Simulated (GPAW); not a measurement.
# Ni3Pt (I4/mmm) in GPAW: band structure with LDA

Aim: the band structure of Ni3Pt with LDA.

All numbers are computed with GPAW 26.7.0; they aren't measurements. Logs are shortened: lines on timing, memory, paths and dates and some standing lists are left out, and cuts for length are marked. The log counts tension as positive stress, the text compression.

### Step 1. The crystal as given

Symmetry: I4/mmm, No. 139, tetragonal system. Conventional cell: a = 3.630 Å, b = 3.630 Å, c = 7.207 Å, α = 90.00°, β = 90.00°, γ = 90.00°. Pt (site symmetry 4/mmm) is surrounded by 12 Ni at 2.56 to 2.57 Å. Around Ni (site symmetry 4/mmm) lie 8 Ni at 2.56 Å and 4 Pt at 2.57 Å. Around Ni (site symmetry -4m2) lie 4 Pt at 2.56 Å and 8 Ni at 2.56 to 2.57 Å.

The cell comes from a database or a generator and needn't be the stable form of this composition.

### Step 2. Band structure, LDA, collinear spin, ferromagnetic start

File run.py:

```python
from ase import Atoms
from ase.dft.bandgap import bandgap
from ase.io import write
from ase.units import GPa
from gpaw import GPAW, PW

atoms = Atoms(['Pt', 'Ni', 'Ni', 'Ni'],
              cell=[[-1.81486819, 1.81486819, 3.6033856],
                    [1.81486819, -1.81486819, 3.6033856],
                    [1.81486819, 1.81486819, -3.6033856]],
              scaled_positions=[[0.0, 0.0, 0.0],
                                [0.5, 0.5, 0.0],
                                [0.25, 0.75, 0.5],
                                [0.75, 0.25, 0.5]],
              pbc=True)
atoms.set_initial_magnetic_moments([0.0, 1.0, 1.0, 1.0])

calc = GPAW(mode=PW(600),
            xc='LDA',
            kpts={'size': (7, 7, 7), 'gamma': True},
            occupations={'name': 'fermi-dirac', 'width': 0.05},
            nbands=54,
            convergence={'density': 1e-05, 'energy': 1e-05},
            maxiter=150,
            txt='gpaw.txt')
atoms.calc = calc
energy = atoms.get_potential_energy()
forces = atoms.get_forces()
stress = atoms.get_stress()
calc.write('gs.gpw')
write('result.traj', atoms)
print(f'Energy: {energy:.6f} eV')
print('Forces (eV/A):')
print(forces.round(4))
print('Stress (GPa):', (stress / GPa).round(3))
print('Moments:', calc.get_magnetic_moments().round(3))
print('Fermi level:', round(calc.get_fermi_level(), 4), 'eV')
print(f'Gap: {bandgap(calc)[0]:.4f} eV, direct: {bandgap(calc, direct=True)[0]:.4f} eV')

path = atoms.cell.bandpath('GXYSGZS1NPY1Z,XP', npoints=80, eps=1e-4)
bs_calc = calc.fixed_density(kpts=path, symmetry='off', nbands=72,
                             convergence={'bands': 'CBM+6.0', 'eigenstates': 1e-6}, txt='bands.txt')
bs = bs_calc.band_structure()
bs.write('bs.json')
print(f'Gap on the path: {bandgap(bs_calc)[0]:.4f} eV')
```

Potentials or basis: the program's PAW data sets (release 1.2.1) made for this functional, pw.

Command:

```sh
> OMP_NUM_THREADS=1 python run.py
```

gpaw.txt:

```text
__  _  _
 | _ |_)|_||  |
 |__||  | ||/\| - 26.7.0

Input parameters:
  mode=PW(ecut=600.0),
  convergence={'density': 1e-05, 'energy': 1e-05},
  kpts=MonkhorstPack(size=(7, 7, 7), gamma=True),
  maxiter=150,
  nbands=54,
  occupations=Occupations(name='fermi-dirac', width=0.05),
  xc=XC(name='LDA')

Diagonalizing LCAO Hamiltonian
Converting LCAO to pw mode

       Ni
        Ni
            Ni

       Pt

Atoms  # Å, Bohr magnetons
|   | symbol |        x |        y |        z |    initial magnetic moments |
|---|--------|----------|----------|----------|-----------------------------|
| 0 |     Pt | 0.000000 | 0.000000 | 0.000000 | ( 0.0000,  0.0000,  0.0000) |
| 1 |     Ni | 0.000000 | 0.000000 | 3.603386 | ( 0.0000,  0.0000,  1.0000) |
| 2 |     Ni | 1.814868 | 0.000000 | 1.801693 | ( 0.0000,  0.0000,  1.0000) |
| 3 |     Ni | 0.000000 | 1.814868 | 1.801693 | ( 0.0000,  0.0000,  1.0000) |

Unit cell  # Å
| periodic |         x |         y |         z |  lengths |     angles |
|----------|-----------|-----------|-----------|----------|------------|
|      yes | -1.814868 |  1.814868 |  3.603386 | 4.424012 | 131.561267 |
|      yes |  1.814868 | -1.814868 |  3.603386 | 4.424012 | 131.561267 |
|      yes |  1.814868 |  1.814868 | -3.603386 | 4.424012 |  70.922846 |

Number of symmetries: 16
Symmetry operations  # r_c * U_cc + t_c -> r_c
|    | kind |            matrix            |
|----|------|------------------------------|
|  0 |  σ   |  1, 1, 1,  0, 0,-1,  0,-1, 0 |
|  1 |  C4  |  1, 1, 1,  0, 0,-1, -1, 0, 0 |
|  2 |  E   |  1, 0, 0,  0, 1, 0,  0, 0, 1 |
|  3 |  σ   |  1, 0, 0,  0, 1, 0, -1,-1,-1 |
|  4 |  σ   |  0, 1, 0,  1, 0, 0,  0, 0, 1 |
|  5 |  C2  |  0, 1, 0,  1, 0, 0, -1,-1,-1 |
|  6 |  C2  |  0, 0, 1, -1,-1,-1,  1, 0, 0 |
|  7 |  S4  |  0, 0, 1, -1,-1,-1,  0, 1, 0 |
|  8 |  C4  |  0, 0,-1,  1, 1, 1,  0,-1, 0 |
|  9 |  σ   |  0, 0,-1,  1, 1, 1, -1, 0, 0 |
| 10 |  σ   |  0,-1, 0, -1, 0, 0,  1, 1, 1 |
| 11 |  C2  |  0,-1, 0, -1, 0, 0,  0, 0,-1 |
| 12 |  C2  | -1, 0, 0,  0,-1, 0,  1, 1, 1 |
| 13 |  i   | -1, 0, 0,  0,-1, 0,  0, 0,-1 |
| 14 |  S4  | -1,-1,-1,  0, 0, 1,  1, 0, 0 |
| 15 |  C2  | -1,-1,-1,  0, 0, 1,  0, 1, 0 |

BZ-sampling:
  Number of BZ points: 343
  Number of IBZ points: 40

  Monkhorst-Pack size: [7, 7, 7]
  Monkhorst-Pack shift: [0, 0, 0]

K-points  # in reciprocal-cell coordinates
|     |                                coordinates |     weight |
|-----|--------------------------------------------|------------|
|   0 | (  0.00000000,   0.00000000,   0.00000000) | 0.00291545 |
|   1 | (  0.14285714,  -0.14285714,   0.00000000) | 0.01166181 |
|   2 | (  0.14285714,  -0.14285714,   0.14285714) | 0.01166181 |
|   3 | (  0.14285714,   0.00000000,   0.00000000) | 0.02332362 |
|   4 | (  0.14285714,   0.14285714,  -0.14285714) | 0.00583090 |
|   5 | (  0.28571429,  -0.28571429,   0.00000000) | 0.01166181 |
|   6 | (  0.28571429,  -0.28571429,   0.14285714) | 0.02332362 |
|   7 | (  0.28571429,  -0.28571429,   0.28571429) | 0.01166181 |
|   8 | (  0.28571429,  -0.14285714,   0.00000000) | 0.04664723 |
|   9 | (  0.28571429,  -0.14285714,   0.14285714) | 0.02332362 |
| ... |                                            |            |
|  39 | (  0.42857143,   0.42857143,   0.42857143) | 0.02332362 |

Plane wave coefficients: 1600
Cutoff: 600.0 eV

Spin-components: 2 (collinear spins)
Bands:           54
Projectors:      24
Spin-degeneracy: 1
Datatype:        complex128

Parallelization:
  kpt:    1
  domain: 1
  band:   1

Density:
  Valence electrons: 64.0
  Components: 2
  Grid points: [25 25 25]
  Charge: 0.0  # |e|

Potential:
  Grid points: [25 25 25]

species:
  Pt:
    name:    Platinum
    Z:       78.0
    valence: 16
    core:    62
    charge:  0.0  # [|e|]
    compensation charges:
      type: gauss
      rc: 0.41  # [Å]
      lmax: 2
    cutoffs:
      filter: 2.26  # [Å]
      core: 2.26  # [Å]
    projectors
    | kind |    occ | energy [eV] | rcut [Å] |
    |------|--------|-------------|----------|
    |   6s |  1.000 |      -5.930 |    1.307 |
    |   5p |  6.000 |     -56.318 |    1.371 |
    |   6p |  0.000 |      -0.962 |    1.371 |
    |   5d |  9.000 |      -6.387 |    1.307 |
    |    s |        |      21.281 |    1.307 |
    |    d |        |      20.825 |    1.307 |

    Using partial waves for Pt as LCAO basis

  Ni:
    name:    Nickel
    Z:       28.0
    valence: 16
    core:    12
    charge:  0.0  # [|e|]
    compensation charges:
      type: gauss
      rc: 0.36  # [Å]
      lmax: 2
    cutoffs:
      filter: 2.14  # [Å]
      core: 1.98  # [Å]
    projectors
    | kind |    occ | energy [eV] | rcut [Å] |
    |------|--------|-------------|----------|
    |   4s |  2.000 |      -5.858 |    1.164 |
    |   3p |  6.000 |     -71.266 |    1.207 |
    |   4p |  0.000 |      -1.338 |    1.207 |
    |   3d |  8.000 |      -9.141 |    1.138 |
    |    s |        |      21.353 |    1.164 |
    |    d |        |      18.071 |    1.138 |

    Using partial waves for Ni as LCAO basis

Reference energy: -623998.536478  # eV

eigensolver:
  PPCG
  Converge bands: occupied
  niter=2

density mixing:
  MSR1-Mixer
  Pratt-step length: 0.05
  Maximum mixing coefficient: 0.75
  Old densities: 10
  SVD Regularization: 0.005
  Good broyden scale: 1.0
  Trust region scale: 1.0
  Backstep threshold: 4.0
  History deletion threshold: 6.0
  Fourier metric: weight=20.0, sigma=0.015

occupation numbers:
  Fermi-Dirac:
    width: 0.0500  # eV

poisson solver:
  ecut: 4800.0  # eV

xc functional:
  name: None

convergence criteria:
- Maximum integral of absolute [dens]ity change: 1e-05 electrons / valence electron
- Maximum [total energy] change in last 3 cyles: 1e-05 eV / valence electron
- Maximum integral of absolute [eigenst]ate change: 4e-08 eV^2 / valence electron
maximum number of iterations: 150

SCF iterations
|iter     | |      energy | eigst |  dens |  magmom |
|---------|-|-------------|-------|-------|---------|
|iter:   1| |  -38.170620 | +0.51 |       |  +3.0018|
|iter:   2| |  -34.495935 | -1.32 | -0.89 |  +2.9033|
|iter:   3| |  -33.362645 | -2.26 | -1.14 |  +2.7699|
|iter:   4| |  -33.302780 | -3.09 | -1.52 |  +2.6650|
|iter:   5| |  -33.303376 | -3.66 | -1.63 |  +2.6182|
|iter:   6| |  -33.303882 | -3.76 | -1.66 |  +2.5297|
|iter:   7| |  -33.323144 | -3.33 | -1.82 |  +2.3790|
|iter:   8| |  -33.331378 | -3.58 | -2.18 |  +2.2565|
|iter:   9| |  -33.332011 | -4.56 | -2.68 |  +2.2016|
|iter:  10| |  -33.331996c| -6.24 | -3.31 |  +2.1922|
|iter:  11| |  -33.331966c| -6.70 | -3.53 |  +2.1892|
|iter:  12| |  -33.331963c| -7.77c| -4.16 |  +2.1894|
|iter:  13| |  -33.331960c| -7.82c| -4.53 |  +2.1897|
|iter:  14| |  -33.331959c| -7.81c| -4.99 |  +2.1898|
|iter:  15| |  -33.331959c| -8.94c| -5.70c|  +2.1898|

Converged in 15 steps
Energy contributions relative to reference atoms: (reference = -623998.536478)

Energy contributions:
  Kinetic:           7.892671
  Coulomb:          -4.430996
  Zero:             -0.414428
  External:          0.000000
  Xc:              -36.354196
  Entropy:          -0.050021
  Spinorbit:         0.000000
  ----------------------------
  Free energy:     -33.356969
  Extrapolated:    -33.331959

dipole moment: (-10.007684, -10.007684, -5.091813)  # |e|*Ang

Total magnetic moment: (0.000000, 0.000000, 2.189760)

Local magnetic moments
|        x |        y |        z |
|----------|----------|----------|
| 0.000000 | 0.000000 | 0.353272 |  # Pt   0
| 0.000000 | 0.000000 | 0.610283 |  # Ni   1
| 0.000000 | 0.000000 | 0.658387 |  # Ni   2
| 0.000000 | 0.000000 | 0.658387 |  # Ni   3

Fermi level: 9.381
Eigenvalues  # (at kpt = [0.000, 0.000, 0.000])
| band index |      eig [eV] | occ [0-1] |      eig [eV] | occ [0-1] |
|------------|---------------|-----------|---------------|-----------|
|          0 |       -54.256 |     1.000 |       -53.491 |     1.000 |
|        ... |               |           |               |           |
|         22 |         6.892 |     1.000 |         7.503 |     1.000 |
|         23 |         6.892 |     1.000 |         7.503 |     1.000 |
|         24 |         7.915 |     1.000 |         8.439 |     1.000 |
|         25 |         8.040 |     1.000 |         8.480 |     1.000 |
|         26 |         8.044 |     1.000 |         8.619 |     1.000 |
|         27 |         8.108 |     1.000 |         8.685 |     1.000 |
[... 8 lines left out ...]
|         36 |        17.827 |     0.000 |        17.980 |     0.000 |
|         37 |        17.827 |     0.000 |        17.980 |     0.000 |
|        ... |               |           |               |           |
|         53 |        37.178 |     0.000 |        37.311 |     0.000 |

No gap
No difference between direct/indirect transitions

Forces  # eV/Ang
|        x |        y |        z |
|----------|----------|----------|
| -0.00000 | -0.00000 | -0.00000 |  # Pt   0
| -0.00000 |  0.00000 | -0.00000 |  # Ni   1
|  0.00000 |  0.00000 |  0.00000 |  # Ni   2
|  0.00000 |  0.00000 | -0.00000 |  # Ni   3

Stress tensor  # eV/Ang^3
|         x |         y |         z |
|-----------|-----------|-----------|
|  0.065844 |  0.000000 | -0.000000 |
|  0.000000 |  0.065844 | -0.000000 |
| -0.000000 | -0.000000 |  0.059304 |

# Writing to gs.gpw (mode='')
```

It took 7.6 min on 1 thread of Arm Neoverse V1, shared host; peak memory 0.67 GiB.

What came out:

* Free energy: -33.3570 eV
* Pressure: -10.2 GPa
* Band gap along the path: none (metal or under the smearing width)
* Net moment: 2.19 μB per cell
* Site moments: Pt +0.35; Ni +0.61, +0.66 μB

Levels at the corners of the path, in eV from the Fermi level:
Spin up:
```tsv
point	band 30	band 31	band 32	band 33	band 34	band 35	band 36	band 37
Γ	-0.41	-0.25	-0.25	0.14	2.17	7.38	7.38	8.45
X	-0.54	-0.50	-0.43	-0.36	-0.32	0.71	1.61	5.72
Y	-1.05	-0.51	-0.41	-0.13	-0.07	0.89	1.80	7.44
S	-1.19	-1.17	-0.73	-0.19	0.26	0.52	5.97	9.42
Γ	-0.41	-0.25	-0.25	0.14	2.17	7.38	7.38	8.45
Z	-0.44	-0.26	-0.17	-0.17	0.12	2.02	2.02	8.90
S1	-1.19	-1.17	-0.73	-0.19	0.26	0.52	5.97	9.42
N	-1.43	-0.88	-0.54	-0.52	-0.11	3.56	4.83	8.43
P	-0.76	-0.70	-0.70	0.52	0.52	1.01	1.56	6.78
Y1	-1.05	-0.51	-0.41	-0.13	-0.07	0.89	1.80	7.44
Z	-0.44	-0.26	-0.17	-0.17	0.12	2.02	2.02	8.90
X	-0.54	-0.50	-0.43	-0.36	-0.32	0.71	1.61	5.72
P	-0.76	-0.70	-0.70	0.52	0.52	1.01	1.56	6.78
```
Spin down:
```csv
point,band 27,band 28,band 29,band 30,band 31,band 32,band 33,band 34
Γ,-0.76,-0.70,0.15,0.19,0.42,0.42,0.71,2.22
X,-0.78,-0.73,-0.52,-0.40,0.06,0.15,0.25,0.28
Y,-0.95,-0.90,-0.58,-0.45,0.12,0.19,0.36,0.39
S,-0.94,-0.91,-0.69,-0.54,-0.53,-0.16,0.47,0.83
Γ,-0.76,-0.70,0.15,0.19,0.42,0.42,0.71,2.22
Z,-0.40,-0.27,0.09,0.18,0.28,0.48,0.48,0.69
S1,-0.94,-0.91,-0.69,-0.54,-0.53,-0.16,0.47,0.83
N,-0.94,-0.94,-0.91,-0.86,-0.17,0.08,0.09,0.42
P,-1.62,-1.61,-0.29,-0.14,-0.11,-0.11,1.01,1.01
Y1,-0.95,-0.90,-0.58,-0.45,0.12,0.19,0.36,0.39
Z,-0.40,-0.27,0.09,0.18,0.28,0.48,0.48,0.69
X,-0.78,-0.73,-0.52,-0.40,0.06,0.15,0.25,0.28
P,-1.62,-1.61,-0.29,-0.14,-0.11,-0.11,1.01,1.01
```

Caveat: the stock nickel data set gives pressures a few GPa off other programs; spin-orbit coupling is left out, which moves the levels of the heavy elements.
